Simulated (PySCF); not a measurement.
# AlF3H3P (Al(PH3)F3): the cost of one run

Computed with PySCF 2.14.0, with density-fitted response routines of our own, on a single molecule in the gas phase. Atoms count from 0, in the outputs and in this text.

## 1. The starting structure

8 atoms, charge 0, multiplicity 1; geometry from: GFN2-xTB. The atoms were then displaced at random by about 0.03 Å, so the start is not that level's minimum.

Bonds of the start (Å): Al0–P1 2.43, Al0–F5 1.58, Al0–F6 1.73, Al0–F7 1.58, P1–H2 1.35, P1–H3 1.41, P1–H4 1.36.

## 2. Geometry optimisation at PBE0-D3(BJ)/def2-SVP

Job settings and geometry (Å):

```
{"job": {"xc": "PBE0", "basis": "def2-SVP", "d3": "d3bj", "grid": 1, "maxiter": 40, "shake": 0.03, "kind": "geom"}, "charge": 0, "multiplicity": 1}
Al     0.056930    -0.066270    -1.369940
P     -0.014750    -0.016310     1.060070
H      0.622130     0.967830     1.735520
H      0.621390    -1.086560     1.720730
H     -1.197710     0.058500     1.724040
F      1.610580     0.001530    -1.655860
F     -0.767340     1.426320    -1.642260
F     -0.793000    -1.370690    -1.656010
```

Launch:

```
OMP_NUM_THREADS=1 python probes_run.py task.json out
```

This one command runs all jobs of the session in turn.

Q: Estimate the wall time and peak memory of this first job on 1 thread of Intel Xeon at 2.70GHz, shared host.

About 27 s, with a peak of 0.36 GiB.
